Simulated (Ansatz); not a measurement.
# Sc3Ta: from a guess to a relaxed structure

The task: take a trial cell of Sc3Ta to zero force and stress.

Computed with Ansatz 0.2.0 (DFT PBE, scalar-relativistic, plane waves, PAW, unless a step's input says otherwise).

## 1. The system as given

Symmetry: Pm-3m, No. 221, cubic system. Conventional cell: a = 4.099 Å, b = 4.099 Å, c = 4.099 Å, α = 90.00°, β = 90.00°, γ = 90.00°. Around Sc (site symmetry 4/mmm) lie 8 Sc at 2.90 Å and 4 Ta at 2.90 Å. Ta (site symmetry m-3m) has 12 Sc at 2.90 Å as nearest neighbours.

Structure file:

```
Sc Ta
1.0
     4.09907    0.00000    0.00000
     0.00000    4.09907    0.00000
     0.00000    0.00000    4.09907
Sc Ta
3 1
Direct
  0.50000 0.50000 0.00000
  0.50000 0.00000 0.50000
  0.00000 0.50000 0.50000
  0.00000 0.00000 0.00000
```

Recipe of the guess: species swapped into a database cell of VPt3 (Pm-3m, No. 221), with Ta on the V sites and Sc on the Pt sites. The dimensions are guesses.

## 2. The guess as it stands, on a coarse mesh

The input, input.yaml:

```yaml
crystal:
  lattice:
    - [4.09906782, 0.0, 0.0]
    - [0.0, 4.09906782, 0.0]
    - [0.0, 0.0, 4.09906782]
  atoms:
    - { symbol: Sc, position: [0.5, 0.5, 0.0] }
    - { symbol: Sc, position: [0.5, 0.0, 0.5] }
    - { symbol: Sc, position: [0.0, 0.5, 0.5] }
    - { symbol: Ta, position: [0.0, 0.0, 0.0] }
basis:
  ecutwfc: 420
kpoints:
  mp_grid: { grid: [4, 4, 4] }
hamiltonian:
  xc: pbe
scf:
  occupations: { method: gaussian, width: 0.1 }
  lower_state_search: "off"
output:
  forces: true
  stress: true
  eigenvalues: true
```

Run with:

```console
$ ansatz run input.yaml --threads 1 --pin off --max-ram 2560MiB --backend cpu --events-out ev --progress --plain --runs-dir out
```

Standard output (excerpt; [...] marks lines left out):

```text
[...]
SCF converged after 7 iterations
Free energy (F): -16337.608742 eV
[...]
E sigma→0 (E₀):  -16337.600846 eV
Entropy (-TS):   -0.015793 eV (-3.948 meV/atom)
Fermi energy:    15.537842 eV
[...]
--- Forces (eV/Å), atoms counted from 1 ---
  atom   1  Sc    -0.00000000     0.00000000     0.00000000
  atom   2  Sc    -0.00000000    -0.00000000     0.00000000
  atom   3  Sc     0.00000000     0.00000000     0.00000000
  atom   4  Ta    -0.00000000     0.00000000    -0.00000000
[...]
--- Stress (GPa, compression-positive) ---
       27.746431       0.000000       0.000000
        0.000000      27.746431       0.000000
        0.000000       0.000000      27.746431
  P = ⅓ Tr σ = 27.7464 GPa (277.464 kbar)
--- Band table (eV; the first three rows and the last of 10) ---
[...]
```

Run time: 2.5 s. Hardware: 1 thread of Intel Xeon at 2.70GHz, shared host; peak memory 0.35 GiB.

From the probe: pressure 27.7 GPa, largest force 0.00 eV/Å, gap on this mesh none (metal). A guess like this is first relaxed loosely on the coarse mesh.

## 3. A loose first relaxation

Changes to input.yaml since step 2:

```diff
@@ -23 +23,6 @@
   eigenvalues: true
+relax:
+  adjacent_minimum: "off"
+  f_tol: 0.04
+  max_steps: 70
+  cell: { stress_tol: 0.4 }
```

Run with:

```console
$ ansatz run input.yaml --threads 1 --pin off --max-ram 2560MiB --backend cpu --events-out ev --progress --plain --runs-dir out
```

Standard output:

```text
Warning: RAYON_NUM_THREADS=1 ignored (pool sized by the plan → 1); use --threads N
Engine: ansatz 0.2.0, x86_64-unknown-linux-gnu
Pseudopotentials: kind: paw
Pseudopotential: Sc, paw, valence charge 11, recommended cutoff 420 eV (normal), Sc.paw.azcp
Pseudopotential: Ta, paw, valence charge 13, recommended cutoff 420 eV (normal), Ta.paw.azcp
Functional definition: PBE
  parameter kappa = 0.804
  parameter beta = 0.06672455060314922
  exchange = pbe_x(kappa = kappa, mu = beta*pi^2/3)
  correlation = pbe_c(beta = beta)
Crystal: 4 atoms, lattice volume = 68.874 Å³
Basis set: ecut = 420 eV, 1357 PW (Γ), exchange–correlation on 60×60×60 points (8 copies of the dense FFT grid, shifted against one another)
Bands: 28, of which v1, the nominal top of the filled ones, is band 23 counted from 1 (22 counted from 0)
Symmetry: 48 space group operations
Space group: Pm-3m (ITA 221), of the structure as read, at distance tolerance 4.1e-5 Å
k-points: 10 of 64
Non-local potential: Sc, projectors of the file, l = 0: 3, l = 1: 2, l = 2: 3, l = 3: 1
Non-local potential: Ta, projectors of the file, l = 0: 3, l = 1: 2, l = 2: 2, l = 3: 1
PAW form: soft (Blöchl's): semilocal exchange-correlation on the pseudo side does not see the compensation charge
PAW one-centre angular grid: Sc, 590 points (default); XC on 64 Gauss nodes
PAW one-centre angular grid: Ta, 590 points (default); XC on 64 Gauss nodes
Initial density: superposition of atomic densities (neutral atoms: chi_scale 0, normalization atom), corrected by the library's trained network
Initial wavefunctions: pseudopotential atomic-orbital guess
Functional: x = pbe(κ = 0.804, μ = 0.2195149727645171), c = pbe(β = 0.06672455060314922)
SCF iter   1: F=—  HF=-16337.624412 eV  |F-HF|=—  |Δ(HF+E_count)|=         —  Δρ=8.47e-3  dr2=1.28e-1  ethr=1.77e-3  ⟨swp⟩=4.2  Hψ=1089  notcnv=0
preconditioner: auto → Resta (q_TF=auto, 2.551 Å⁻¹)  ε∞=33.6  [insulator: Δε(μ)=0.182 eV  Ē_g=2.930 eV  σ=0.100 eV  W_gap=0.76  n_scr=18 (ndim 8)  ℏωp=16.7 eV  f_vac=0.000  D(μ)=2.50/eV (n_scr^D=18)  ε∞_Penn≈33.6]
SCF iter   2: F=—  HF=-16337.609466 eV  |F-HF|=—  |Δ(HF+E_count)|=   1.49e-2  Δρ=2.87e-3  dr2=4.99e-3  ethr=2.78e-4  ⟨swp⟩=2.1  Hψ=428  notcnv=0  defer=3
preconditioner: auto → Kerker (q_TF=auto, 2.551 Å⁻¹)  [metal: Δε(μ)=0.064 eV  Ē_g=2.900 eV  σ=0.100 eV  W_gap=0.32  n_scr=18 (ndim 8)  ℏωp=16.7 eV  f_vac=0.000  D(μ)=3.08/eV (n_scr^D=26)]
SCF iter   3: F=—  HF=-16337.608975 eV  |F-HF|=—  |Δ(HF+E_count)|=   4.91e-4  Δρ=1.56e-3  dr2=1.72e-3  ethr=1.09e-5  ⟨swp⟩=2.1  Hψ=345  notcnv=0  defer=3
SCF iter   4: F=—  HF=-16337.608839 eV  |F-HF|=—  |Δ(HF+E_count)|=   1.36e-4  Δρ=5.51e-4  dr2=2.23e-4  ethr=3.74e-6  ⟨swp⟩=1.8  Hψ=289  notcnv=0  defer=3
SCF iter   5: F=—  HF=-16337.608803 eV  |F-HF|=—  |Δ(HF+E_count)|=   3.59e-5  Δρ=9.05e-5  dr2=8.52e-6  ethr=4.84e-7  ⟨swp⟩=2.4  Hψ=383  notcnv=0  defer=3
SCF iter   6: F=—  HF=-16337.608742 eV  |F-HF|=—  |Δ(HF+E_count)|=   6.10e-5  Δρ=9.09e-6  dr2=7.71e-8  ethr=2.17e-10  ⟨swp⟩=5.9  Hψ=1218  notcnv=0
SCF iter   7: F=-16337.608742 eV  HF=-16337.608742 eV  |F-HF|=1.01e-9  |Δ(HF+E_count)|=   8.39e-9  Δρ=1.42e-6  dr2=1.86e-9  ethr=1.68e-10  ⟨swp⟩=2.3  Hψ=857  notcnv=0
SCF 1 converged in 7 iterations: F = -16337.608742 eV  dr2 = 1.86e-9
relax step   1: F+E_penalty+E_count = -16337.60874236 eV  Δ(F+E_penalty+E_count) = +0.000e0 eV  max|allowed force component| = 3.124e-29 eV/Å  Δτ_max = 0.0000 Å  P = +27.746 GPa  Ω = 68.874 Å³  (7 SCF iters, dr2 threshold 1.00e-7 eV, accepted)
Crystal: 4 atoms, lattice volume = 79.446 Å³
Basis set: ecut = 420 eV, 1551 PW (Γ), exchange–correlation on 60×60×60 points (8 copies of the dense FFT grid, shifted against one another)
Initial density: handed on by an earlier stage of this run
Initial wavefunctions: those handed on with the density
iter 1 solved again at ethr=1.42e-5 eV; its pass at ethr=3.10e-3 eV (dr2=6.52e-3 eV) is discarded
SCF iter   1: F=—  HF=-16338.757502 eV  |F-HF|=—  |Δ(HF+E_count)|=         —  Δρ=2.87e-3  dr2=8.30e-3  ethr=1.42e-5  ⟨swp⟩=2.0  Hψ=1720  notcnv=0
preconditioner: auto → Kerker (q_TF=auto, 2.491 Å⁻¹)  [metal: Δε(μ)=0.086 eV  Ē_g=2.636 eV  σ=0.100 eV  W_gap=0.44  n_scr=18 (ndim 8)  ℏωp=15.6 eV  f_vac=0.000  D(μ)=3.25/eV (n_scr^D=26)]
SCF iter   2: F=—  HF=-16338.759868 eV  |F-HF|=—  |Δ(HF+E_count)|=   2.37e-3  Δρ=1.42e-3  dr2=1.20e-3  ethr=1.42e-5  ⟨swp⟩=2.0  Hψ=334  notcnv=0
SCF iter   3: F=—  HF=-16338.760709 eV  |F-HF|=—  |Δ(HF+E_count)|=   8.41e-4  Δρ=7.73e-4  dr2=4.58e-4  ethr=2.60e-6  ⟨swp⟩=2.0  Hψ=344  notcnv=0
SCF iter   4: F=—  HF=-16338.760787 eV  |F-HF|=—  |Δ(HF+E_count)|=   7.75e-5  Δρ=1.77e-4  dr2=3.42e-5  ethr=9.95e-7  ⟨swp⟩=2.2  Hψ=374  notcnv=0
SCF iter   5: F=—  HF=-16338.760595 eV  |F-HF|=—  |Δ(HF+E_count)|=   1.92e-4  Δρ=3.73e-5  dr2=9.37e-7  ethr=7.44e-8  ⟨swp⟩=2.3  Hψ=376  notcnv=0
SCF iter   6: F=-16338.760595 eV  HF=-16338.760595 eV  |F-HF|=2.22e-8  |Δ(HF+E_count)|=   2.58e-7  Δρ=8.03e-6  dr2=5.68e-8  ethr=8.70e-10  ⟨swp⟩=5.5  Hψ=1109  notcnv=0
SCF 2 converged in 6 iterations: F = -16338.760595 eV  dr2 = 5.68e-8
relax step   2: F+E_penalty+E_count = -16338.76059455 eV  Δ(F+E_penalty+E_count) = -1.152e0 eV  max|allowed force component| = 1.086e-29 eV/Å  Δτ_max = 0.0000 Å  P = +8.886 GPa  Ω = 79.446 Å³  energy of the carried Pulay correction = -2.802e-3 eV  (6 SCF iters, dr2 threshold 4.00e-7 eV, accepted)
Crystal: 4 atoms, lattice volume = 85.623 Å³
Basis set: ecut = 420 eV, 1743 PW (Γ), exchange–correlation on 60×60×60 points (8 copies of the dense FFT grid, shifted against one another)
iter 1 solved again at ethr=2.89e-6 eV; its pass at ethr=3.10e-3 eV (dr2=1.33e-3 eV) is discarded
SCF iter   1: F=—  HF=-16338.956740 eV  |F-HF|=—  |Δ(HF+E_count)|=         —  Δρ=1.31e-3  dr2=1.64e-3  ethr=2.89e-6  ⟨swp⟩=2.1  Hψ=1787  notcnv=0
preconditioner: auto → Kerker (q_TF=auto, 2.460 Å⁻¹)  [metal: Δε(μ)=0.080 eV  Ē_g=2.500 eV  σ=0.100 eV  W_gap=0.42  n_scr=18 (ndim 8)  ℏωp=15.0 eV  f_vac=0.000  D(μ)=4.52/eV (n_scr^D=32)]
SCF iter   2: F=—  HF=-16338.957170 eV  |F-HF|=—  |Δ(HF+E_count)|=   4.29e-4  Δρ=7.14e-4  dr2=3.31e-4  ethr=2.89e-6  ⟨swp⟩=2.0  Hψ=333  notcnv=0
SCF iter   3: F=—  HF=-16338.957251 eV  |F-HF|=—  |Δ(HF+E_count)|=   8.12e-5  Δρ=4.00e-4  dr2=1.23e-4  ethr=7.19e-7  ⟨swp⟩=2.0  Hψ=334  notcnv=0
SCF iter   4: F=—  HF=-16338.957279 eV  |F-HF|=—  |Δ(HF+E_count)|=   2.78e-5  Δρ=8.49e-5  dr2=8.80e-6  ethr=2.67e-7  ⟨swp⟩=2.0  Hψ=325  notcnv=0
SCF iter   5: F=-16338.957279 eV  HF=-16338.957279 eV  |F-HF|=9.30e-8  |Δ(HF+E_count)|=   1.05e-7  Δρ=1.64e-5  dr2=1.88e-7  ethr=8.70e-10  ⟨swp⟩=4.2  Hψ=1192  notcnv=0
SCF 3 converged in 5 iterations: F = -16338.957279 eV  dr2 = 1.88e-7
relax step   3: F+E_penalty+E_count = -16338.95727865 eV  Δ(F+E_penalty+E_count) = -1.967e-1 eV  max|allowed force component| = 1.216e-29 eV/Å  Δτ_max = 0.0000 Å  P = +1.786 GPa  Ω = 85.623 Å³  energy of the carried Pulay correction = -4.263e-3 eV  (5 SCF iters, dr2 threshold 4.00e-7 eV, accepted)
Crystal: 4 atoms, lattice volume = 87.332 Å³
iter 1 solved again at ethr=2.10e-7 eV; its pass at ethr=3.10e-3 eV (dr2=9.68e-5 eV) is discarded
SCF iter   1: F=—  HF=-16338.967366 eV  |F-HF|=—  |Δ(HF+E_count)|=         —  Δρ=3.55e-4  dr2=1.17e-4  ethr=2.10e-7  ⟨swp⟩=3.1  Hψ=1742  notcnv=0
preconditioner: auto → Kerker (q_TF=auto, 2.452 Å⁻¹)  [metal: Δε(μ)=0.062 eV  Ē_g=2.465 eV  σ=0.100 eV  W_gap=0.34  n_scr=18 (ndim 8)  ℏωp=14.9 eV  f_vac=0.000  D(μ)=5.11/eV (n_scr^D=56)]
SCF iter   2: F=—  HF=-16338.967374 eV  |F-HF|=—  |Δ(HF+E_count)|=   8.59e-6  Δρ=1.92e-4  dr2=2.49e-5  ethr=2.10e-7  ⟨swp⟩=2.0  Hψ=332  notcnv=0
SCF iter   3: F=—  HF=-16338.967383 eV  |F-HF|=—  |Δ(HF+E_count)|=   8.63e-6  Δρ=1.06e-4  dr2=8.79e-6  ethr=5.41e-8  ⟨swp⟩=2.0  Hψ=337  notcnv=0
SCF iter   4: F=—  HF=-16338.967385 eV  |F-HF|=—  |Δ(HF+E_count)|=   1.76e-6  Δρ=2.12e-5  dr2=5.28e-7  ethr=1.91e-8  ⟨swp⟩=2.0  Hψ=327  notcnv=0
SCF iter   5: F=-16338.967385 eV  HF=-16338.967385 eV  |F-HF|=1.19e-9  |Δ(HF+E_count)|=   1.95e-8  Δρ=2.84e-6  dr2=6.40e-9  ethr=8.70e-10  ⟨swp⟩=5.1  Hψ=1063  notcnv=0
SCF 4 converged in 5 iterations: F = -16338.967385 eV  dr2 = 6.40e-9
relax step   4: F+E_penalty+E_count = -16338.96738475 eV  Δ(F+E_penalty+E_count) = -1.011e-2 eV  max|allowed force component| = 4.142e-30 eV/Å  Δτ_max = 0.0000 Å  P = +0.205 GPa  Ω = 87.332 Å³  energy of the carried Pulay correction = -4.647e-3 eV  (5 SCF iters, dr2 threshold 4.00e-7 eV, accepted)
Initial wavefunctions: pseudopotential atomic-orbital guess (no wavefunctions were taken with the density)
iter 1 solved again at ethr=1.50e-7 eV; its pass at ethr=3.10e-3 eV (dr2=6.91e-5 eV) is discarded
SCF iter   1: F=—  HF=-16338.971803 eV  |F-HF|=—  |Δ(HF+E_count)|=         —  Δρ=4.78e-4  dr2=1.63e-5  ethr=1.50e-7  ⟨swp⟩=3.1  Hψ=1733  notcnv=0
preconditioner: auto → Kerker (q_TF=auto, 2.452 Å⁻¹)  [metal: Δε(μ)=0.061 eV  Ē_g=2.465 eV  σ=0.100 eV  W_gap=0.33  n_scr=18 (ndim 8)  ℏωp=14.9 eV  f_vac=0.000  D(μ)=5.14/eV (n_scr^D=56)]
SCF iter   2: F=—  HF=-16338.971967 eV  |F-HF|=—  |Δ(HF+E_count)|=   1.63e-4  Δρ=2.47e-4  dr2=5.22e-6  ethr=3.54e-8  ⟨swp⟩=1.2  Hψ=327  notcnv=0
SCF iter   3: F=—  HF=-16338.972022 eV  |F-HF|=—  |Δ(HF+E_count)|=   5.49e-5  Δρ=3.86e-5  dr2=2.92e-6  ethr=1.14e-8  ⟨swp⟩=2.0  Hψ=507  notcnv=0
SCF iter   4: F=—  HF=-16338.972021 eV  |F-HF|=—  |Δ(HF+E_count)|=   1.00e-6  Δρ=5.65e-6  dr2=2.81e-8  ethr=6.35e-9  ⟨swp⟩=2.0  Hψ=328  notcnv=0
SCF iter   5: F=-16338.972021 eV  HF=-16338.972021 eV  |F-HF|=1.69e-10  |Δ(HF+E_count)|=   9.92e-9  Δρ=1.39e-6  dr2=1.27e-9  ethr=5.57e-12  ⟨swp⟩=3.0  Hψ=959  notcnv=0
SCF 5 converged in 5 iterations: F = -16338.972021 eV  dr2 = 1.27e-9
relax step   5: F+E_penalty+E_count = -16338.97202056 eV  Δ(F+E_penalty+E_count) = -4.636e-3 eV  max|allowed force component| = 8.152e-30 eV/Å  Δτ_max = 0.0000 Å  P = +0.219 GPa  Ω = 87.332 Å³  stress off target by 2.19e-1 GPa  SCF on the basis re-selected at this cell (its energy is not comparable with the rows above)  (5 SCF iters)
basis re-selected at this cell: Δ(F+E_penalty+E_count) = -4.636e-3 eV, ΔP = +0.015 GPa vs the last step (what re-selecting the basis moved, of the pressure what is left beyond the Pulay correction that the steps carried, after the strain that the cell walked since its last selection, with what the two solves' SCF thresholds leave and, on support functions, any second-order correction that the steps lacked; it is no measure of the basis error at this ecutwfc). This SCF's stress stands 2.19e-1 GPa from its target on what of the cell is left free (relax.cell.stress_tol is 4.00e-1 GPa) and its largest allowed force component is 8.15e-30 eV/Å (relax.f_tol is 4.00e-2 eV/Å): within both
SCF converged after 5 iterations
Free energy (F): -16338.972021 eV
Harris-Foulkes:  -16338.972021 eV  (|F-HF|=1.69e-10)
Internal energy: -16338.946306 eV  (E = F + TS)
E sigma→0 (E₀):  -16338.959163 eV
Entropy (-TS):   -0.025715 eV (-6.429 meV/atom)
Fermi energy:    11.799561 eV
--- Per-component energies (eV) ---
  E_band       = -611.314255
  E_kinetic    = 1148.086736
  E_local      = -3049.242159  (includes V_loc(G=0)·N_el)
  E_nonlocal   = 264.078161
  E_hartree    = 1038.268885
  E_xc         = -530.669384
  E_vxc        = -590.527368  (∫ρ·V_xc dr)
  E_paw        = -11262.569021  (= ΣΔE_a)
  E_vpaw       = -460.248174  (= ΣTr[D̂ρ^β])
  E_aug_tail   = 0.000149  (compensation charges beyond the density's cutoff)
  E_ewald      = -3946.899673
  E_smearing   = -0.025715  (= −TS)
  E_closure    = -0.000000  (closes the sum)
  Σ components = -16338.972021   (vs F -16338.972021, Δ=0.00e0)
--- Forces (eV/Å), atoms counted from 1 ---
  atom   1  Sc    -0.00000000    -0.00000000     0.00000000
  atom   2  Sc     0.00000000    -0.00000000    -0.00000000
  atom   3  Sc     0.00000000    -0.00000000     0.00000000
  atom   4  Ta    -0.00000000     0.00000000    -0.00000000
  max |Σ_I F_I| component: 9.47e-30 eV/Å
--- Stress (GPa, compression-positive) ---
        0.219274       0.000000      -0.000000
        0.000000       0.219274       0.000000
       -0.000000       0.000000       0.219274
  P = ⅓ Tr σ = 0.2193 GPa (2.193 kbar)
--- Band table (eV; the first three rows and the last of 10) ---
  k-point 0: bands = ["-55.7194", "-37.3231", "-37.2253", "-37.2253", "-22.2067", "-22.2067", "-22.2067", "-16.1372", "-16.1372", "-16.1372", "-15.8436", "-15.8436", "-15.8436", "-15.7461", "-15.7461", "-15.7461", "5.8938", "9.5116", "9.5116", "9.7605", "10.5269", "10.5269", "10.5269", "13.3497", "13.3497", "13.3497", "14.2164", "14.2164"]
  k-point 1: bands = ["-55.7194", "-37.3107", "-37.2378", "-37.2251", "-22.2071", "-22.2055", "-22.2055", "-16.1100", "-16.1100", "-16.0897", "-15.8556", "-15.8556", "-15.8483", "-15.8101", "-15.7656", "-15.7656", "6.4878", "9.4353", "9.8935", "10.1843", "10.8145", "10.8287", "10.8287", "12.8429", "13.1506", "13.1506", "13.3135", "13.6802"]
  k-point 2: bands = ["-55.7193", "-37.2908", "-37.2578", "-37.2250", "-22.2076", "-22.2044", "-22.2044", "-16.0760", "-16.0760", "-15.9888", "-15.9275", "-15.8760", "-15.8760", "-15.8530", "-15.7834", "-15.7834", "7.6853", "8.4806", "10.3843", "10.9748", "11.3529", "11.4703", "11.4703", "12.0835", "12.0835", "12.1023", "13.0211", "13.7063"]
  k-point 9: bands = ["-55.7192", "-37.2572", "-37.2572", "-37.2572", "-22.2142", "-22.2142", "-22.2142", "-16.3262", "-16.0448", "-16.0448", "-16.0448", "-15.8132", "-15.8132", "-15.7132", "-15.7132", "-15.7132", "9.0133", "9.4841", "9.4841", "9.4841", "12.2345", "12.3503", "12.3503", "12.3503", "12.7558", "12.7558", "13.1367", "13.1367"]
--- Relaxed structure (4 steps of the walk, 4 accepted, 1 SCFs on fresh bases) ---
  F+E_penalty+E_count = -16338.97202056 eV   max|allowed force component| = 8.152e-30 eV/Å   (the final SCF, on the basis selected at the relaxed cell)
  cell:  # Å, volume = 87.3316 Å³
    - [4.436670843313903, -2.712351338345357e-33, -7.382731453484404e-34]
    - [-2.0061770254033706e-33, 4.436670843313903, 3.209883240645393e-34]
    - [-4.81482486096809e-34, 3.209883240645393e-34, 4.436670843313903]
  atoms:
    - { symbol: Sc, position: [0.5, 0.5, 2.141224510408015e-37] }
    - { symbol: Sc, position: [0.5, 1.774157451504425e-36, 0.5] }
    - { symbol: Sc, position: [-3.731848432512959e-36, 0.5, 0.5] }
    - { symbol: Ta, position: [2.018868824170528e-36, -1.2235568631093347e-36, -1.5294460788453552e-37] }
```

It took 13 s on 1 thread of Intel Xeon at 2.70GHz, shared host; peak memory 0.38 GiB.

Relaxation path:

```
step  energy from step 1 (eV/cell)  largest force component (eV/Å)  pressure (GPa)  volume (Å³)
   1                        0.0000                          0.0000           27.75        68.87
   2                       -1.1519                          0.0000            8.89        79.45
   3                       -1.3485                          0.0000            1.79        85.62
   4                       -1.3586                          0.0000            0.20        87.33
   5                       -1.3633                          0.0000            0.22        87.33
```

Step 1 is the start. Step 5 repeats the geometry before it on a plane-wave basis chosen anew for that cell, so its energy need not be comparable with the rows above.

|  | before | after | change |
| --- | --- | --- | --- |
| a (Å) | 4.099 | 4.437 | +8.2 % |
| b (Å) | 4.099 | 4.437 | +8.2 % |
| c (Å) | 4.099 | 4.437 | +8.2 % |
| volume (Å³/atom) | 17.22 | 21.83 | +26.8 % |
| shortest distance (Å) | 2.898 | 3.137 | +8.2 % |
| space group (0.01 Å) | Pm-3m | Pm-3m | same |

The run keeps the 48 symmetry operations of the start, so it could not have lowered the symmetry.

## 4. Spin check on a coarse mesh

The input, input.yaml:

```yaml
crystal:
  lattice:
    - [4.4366708433, 0.0, 0.0]
    - [0.0, 4.4366708433, 0.0]
    - [0.0, 0.0, 4.4366708433]
  atoms:
    - { symbol: Sc, position: [0.5, 0.5, 0.0], spin: 1.0 }
    - { symbol: Sc, position: [0.5, 0.0, 0.5], spin: 1.0 }
    - { symbol: Sc, position: [0.0, 0.5, 0.5], spin: 1.0 }
    - { symbol: Ta, position: [0.0, 0.0, 0.0] }
basis:
  ecutwfc: 420
kpoints:
  mp_grid: { grid: [4, 4, 4] }
hamiltonian:
  xc: pbe
scf:
  occupations: { method: gaussian, width: 0.1 }
  lower_state_search: "off"
output:
  forces: true
  stress: true
  eigenvalues: true
  populations: true
magnetization:
  spin_polarized: true
```

Run with:

```console
$ ansatz run input.yaml --threads 1 --pin off --max-ram 2560MiB --backend cpu --events-out ev --progress --plain --runs-dir out
```

Standard output (excerpt; [...] marks lines left out):

```text
[...]
SCF converged after 16 iterations
Magnetization: 0.0000 μB (23.0000 up, 23.0000 down)
Absolute magnetization: 0.0000 μB (∫|ρ↑−ρ↓|, with the PAW one-centre terms)
Spin contamination: 0.0000 ħ² per cell (⟨S²⟩ above its minimum at these occupations)
Per-site moments (μB) at R_I (Å): [(-3.5099243950374664e-7, 1.2940950161659033), (-3.509924398919199e-7, 1.2940950161659033), (-3.509924396887257e-7, 1.2940950161659033), (1.5622938882084834e-5, 1.2940950161659033)]
Free energy (F): -16338.972021 eV
[...]
E sigma→0 (E₀):  -16338.959163 eV
Entropy (-TS):   -0.025715 eV (-6.429 meV/atom)
Fermi energy:    11.799557 eV
[...]
--- Forces (eV/Å), atoms counted from 1 ---
  atom   1  Sc     0.00000000    -0.00000000     0.00000000
  atom   2  Sc    -0.00000000    -0.00000000    -0.00000000
  atom   3  Sc     0.00000000     0.00000000     0.00000000
  atom   4  Ta    -0.00000000    -0.00000000    -0.00000000
[...]
--- Stress (GPa, compression-positive) ---
        0.219258       0.000000       0.000000
        0.000000       0.219258       0.000000
        0.000000       0.000000       0.219258
  P = ⅓ Tr σ = 0.2193 GPa (2.193 kbar)
--- Band table (eV; the first three rows and the last of 20) ---
[...]
--- Löwdin populations: 4 sites ---
  site symbol       q [e]    m [muB]
     0     Sc     10.7703    -0.0000
     1     Sc     10.7703    -0.0000
     2     Sc     10.7703    -0.0000
     3     Ta     13.2684     0.0000
  spilling = 0.009146 (of n_electrons = 46.000000)
```

It took 6.7 s on 1 thread of Intel Xeon at 2.70GHz, shared host; peak memory 0.39 GiB.

Per atom:

```tsv
atom	Löwdin electrons
Sc1	10.77
Sc2	10.77
Sc3	10.77
Ta4	13.27
```

The Löwdin counts miss 0.42 of the 46 electrons, which the atomic orbitals do not span, so they are no charges.

The same cell is solved with trial moments on Sc. The largest site moment that stays is 0.00 μB and the cell's total 0.00 μB. The workflow keeps spin only above 0.25 μB on a site, so the next run goes without spin.

(Part 1 of 2 ends here.)
